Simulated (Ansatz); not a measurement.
**BGeH₃ (triplet): from Hartree-Fock to the top rungs, cc-pVTZ**

How much of the correlation energy of BGeH₃ (triplet) does each wave-function method recover here?

The runs use Ansatz 0.2.0, Gaussian basis; cc-pVTZ, core rule «outside noble gas», up to 15 orbitals frozen.

Plan: UHF; CCSD(T) on ROHF; CCSD(T) on UHF; BCCD(T) on ROHF; CCSDT(Q) on ROHF; CCSDT(Q) on UHF; CASSCF and NEVPT2, 10 electrons in 11 orbitals.

7 further runs of the same task are left out: 1 for a known fault of the program, 6 set aside as unsound or not needed.

## 1. The geometry

The geometry is a PBE0/def2-TZVP stationary point (not a proven minimum). No spin-orbit coupling is included. The filled d shell of Ge may be among the frozen orbitals whatever the setting's name suggests; the logs give the count.

5 atoms, charge 0, spin multiplicity 3.

Atoms are counted from 1 here; the program's logs count them from 0.

Bond lengths: Ge1–B2 2.042 Å, Ge1–H3 1.540 Å, Ge1–H4 1.541 Å, Ge1–H5 1.540 Å. Angles: B2–Ge1–H3 113.2°, B2–Ge1–H4 102.7°, B2–Ge1–H5 113.2°, H3–Ge1–H4 109.4°, H3–Ge1–H5 108.8°, H4–Ge1–H5 109.4°.

Coordinates:

```xyz
5
charge 0, multiplicity 3
Ge   -0.00146    0.00000    0.23715
B     0.02955    0.00000   -1.80425
H     0.64891    1.25223    0.85453
H    -1.50967   -0.00009    0.55230
H     0.64907   -1.25215    0.85453
```

## 2. UHF

File in.yaml:

```yaml
crystal:
  periodic: [false, false, false]
  atoms:
    - {symbol: Ge, position_ang: [-0.001461, 0.000000, 0.237148]}
    - {symbol: B, position_ang: [0.029551, 0.000003, -1.804248]}
    - {symbol: H, position_ang: [0.648910, 1.252233, 0.854533]}
    - {symbol: H, position_ang: [-1.509666, -0.000094, 0.552300]}
    - {symbol: H, position_ang: [0.649065, -1.252153, 0.854532]}
basis:
  gaussian: {orbitals: cc-pVTZ}
magnetization: {spin_polarized: true, initial_magnetization: 2}
hamiltonian: {xc: hf}
output: {orbitals: {seedname: orbitals}}
```

Launch:

```bash
> ansatz run in.yaml --threads 1 --pin off --events-out ev --progress --plain --max-ram 4096MiB --backend cpu
```

Further steps of the session: CCSD(T) on ROHF; CCSD(T) on UHF; BCCD(T) on ROHF; CCSDT(Q) on ROHF; CCSDT(Q) on UHF; CASSCF and NEVPT2, 10 electrons in 11 orbitals.

Before running them: what should the planned runs give, taken together? Wanted: UCCSDT(Q) below the RHF energy; RMP2 from UCCSDT(Q); UMP2 from UCCSDT(Q); RCCSD from UCCSDT(Q); RCCSD(T) from UCCSDT(Q); UCCSD(T) from UCCSDT(Q); RCCSDT(Q) from UCCSDT(Q); NEVPT2 valence from UCCSDT(Q); T1 diagnostic.

**Answer**, as computed:

```
                         quantity                                         value
   UCCSDT(Q) below the RHF energy                                    -5.8007 eV
              RMP2 from UCCSDT(Q)                                 +117.2 kJ/mol
              UMP2 from UCCSDT(Q)                                 +116.6 kJ/mol
             RCCSD from UCCSDT(Q)                                  +21.5 kJ/mol
          RCCSD(T) from UCCSDT(Q)                                   +4.2 kJ/mol
          UCCSD(T) from UCCSDT(Q)                                   +4.1 kJ/mol
         RCCSDT(Q) from UCCSDT(Q)                                   +0.1 kJ/mol
    NEVPT2 valence from UCCSDT(Q)                                 +102.1 kJ/mol
levels within 1 kcal/mol (43 meV)  UCCSD(T), BCCD(T), RCCSDT, UCCSDT, RCCSDT(Q)
                    T1 diagnostic                                         0.025
   effectively unpaired electrons                                          2.03
```

What this shows: RCCSD(T) misses by +4.2 kJ/mol, 0.8 % of the correlation energy. One determinant dominates. These misses are within one basis, not against nature; the frozen cores of restricted and unrestricted runs differ, which can shift their rows.
